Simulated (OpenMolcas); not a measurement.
# Pt²⁺ among point charges: CASSCF and CASPT2 levels and susceptibility

Aim: the splitting of the states of Pt²⁺ in the field of 6 point charges, its lowest levels with spin-orbit coupling and its magnetic susceptibility.

The numbers are computed with OpenMolcas 26.06 (state-averaged CASSCF and CASPT2, spin-orbit coupling by RASSI with atomic mean-field integrals), except any that are marked as measured or tabulated.

### Step 1. What is computed

| Item | Value |
| --- | --- |
| Species | Pt²⁺ (platinum, Z = 78, 76 electrons) |
| Basis | ANO-RCC-VDZP [7s6p4d2f], 59 functions |
| Scalar Hamiltonian | DKH2, point nucleus |
| Inactive shells | 1s 2s 2p 3s 3p 3d 4s 4p 4d 4f 5s 5p |
| Active space | 8 electrons in 5 orbitals (5d) |
| Some configurations of this space | 5d⁸ |
| Orbitals | optimised for each spin and parity, averaged over all roots |

Outer shells as boxes (Hund's rule):

5d8
```
5d [↑↓][↑↓][↑↓][↑ ][↑ ]
```

The ion sits among 6 point charges of -1.7 e arranged as a tetragonal octahedron (D4h), 1.73 Å from the ion.

The work runs as a chain of OpenMolcas steps in one folder; each step below is one input file. Labels, J, g values, rates, χT and fits are worked out afterwards by a script from the matrices that RASSI stores. The input lists half of the charges; inversion (Group=XYZ) makes the rest.

### Step 2. One- and two-electron integrals

File a.inp:

```
&GATEWAY
Coord
1

Pt 0.0 0.0 0.0
Basis=ANO-RCC-VDZP
Group=XYZ
NoMove
AngMom=0.0 0.0 0.0
AMFI
XField
3 Angstrom 0
1.730000 0.000000 0.000000 -1.700000
0.000000 1.730000 0.000000 -1.700000
0.000000 0.000000 1.730000 -1.700000
&SEWARD
```

The run is started by

```bash
$ OMP_NUM_THREADS=1 MOLCAS_MEM=1689 MOLCAS_PROJECT=a pymolcas a.inp > a.log
```

### Step 3. CASSCF: triplets of even parity, 10 roots

File a.inp:

```
&RASSCF
FileOrb=start.orb
Symmetry=1
Spin=3
nActEl=8 0 0
Inactive=15 19
Ras2=5 0
CIRoot=10 10 1
SDav=10
CIMx=300
Iter=120 100
PrWF=0.3
OrbListing=Nothing
MaxOrb=0
>>> COPY $Project.JobIph JOB001
```

start.orb holds the contracted functions of the basis, ordered by shell, or the orbitals of the step before.

### Step 4. CASSCF: singlets of even parity, 15 roots

File a.inp:

```
&RASSCF
FileOrb=start.orb
Symmetry=1
Spin=1
nActEl=8 0 0
Inactive=15 19
Ras2=5 0
CIRoot=15 15 1
SDav=15
CIMx=300
Iter=120 100
PrWF=0.3
OrbListing=Nothing
MaxOrb=0
>>> COPY $Project.JobIph JOB002
```

### Step 5. RASSI: spin-orbit coupling between the states

File a.inp:

```
&RASSI
NrOfJobIphs=2 10 15
1 2 3 4 5 6 7 8 9 10
1 2 3 4 5 6 7 8 9 10 11 12 13 14 15
IphNames
JOB001
JOB002
EJob
SpinOrbit
DIPRint=1.0
SOCoupling=1000.0
Subsets=2
Property=9
'ANGMOM' 1 'ANGMOM' 2 'ANGMOM' 3 'MLTPL  1' 1 'MLTPL  1' 2 'MLTPL  1' 3
'AMFI' 1 'AMFI' 2 'AMFI' 3
SOProperty=3
'ANGMOM' 1 'ANGMOM' 2 'ANGMOM' 3
```

### Step 6. CASPT2: IPEA 0.25, imaginary shift 0.1 (closed shells correlated: 5s 5p)

File a.inp:

```
>>> COPY JOB001 $Project.JobIph
&CASPT2
Multistate=10 1 2 3 4 5 6 7 8 9 10
NoMult
Frozen=14 16
IPEA=0.25
Imaginary=0.1
MaxIter=60
WThr=0.0 0.3 0.05
PrWF=0.5
NoMix
>>> COPY JOB002 $Project.JobIph
&CASPT2
Multistate=15 1 2 3 4 5 6 7 8 9 10 11 12 13 14 15
NoMult
Frozen=14 16
IPEA=0.25
Imaginary=0.1
MaxIter=60
WThr=0.0 0.3 0.05
PrWF=0.5
NoMix
```

(Steps that only read results are left out.)

What does the calculation give? Wanted: spin-free ground state; first state of the same spin within the active space; lowest level; next level.

**Answer**, as computed:

```
                                            quantity                                                                        value
                                              method  SS-CASPT2, IPEA 0.25, imaginary shift 0.1 (closed shells correlated: 5s 5p)
                              spin-free ground state                                              3B1, 1-fold in its orbital part
first state of the same spin within the active space                                                        triplet at 22900 cm⁻¹
                                        lowest level                                                                       3-fold
                                          next level                                                                 10929.5 cm⁻¹
                                         χT at 300 K                                                               1.73 cm³ K/mol
                           effective moment at 300 K                                                                      3.72 μB
```

Cost by method:

| method | time of its own steps | time with the reference |
| --- | --- | --- |
| A. CASSCF | 5.3 s | 5.3 s |
| B. SS-CASPT2, IPEA 0.25, imaginary shift 0.1, +5s 5p | 2 s | 7.3 s |

Times are of one thread on a shared host.

**Reading.** The spin-free ground state (3B1) comes to 100 % from free-ion F terms and keeps the highest spin of the shell. χT at 300 K is 1.73, against 1.00 cm³ K/mol for the spin alone, so orbital moment adds to it. CASPT2 does not keep the components of a term degenerate, and the means are used. The field of point charges can differ much from that of real complexes. Point charges carry no covalency, so the field is a model and not that of real ligands.
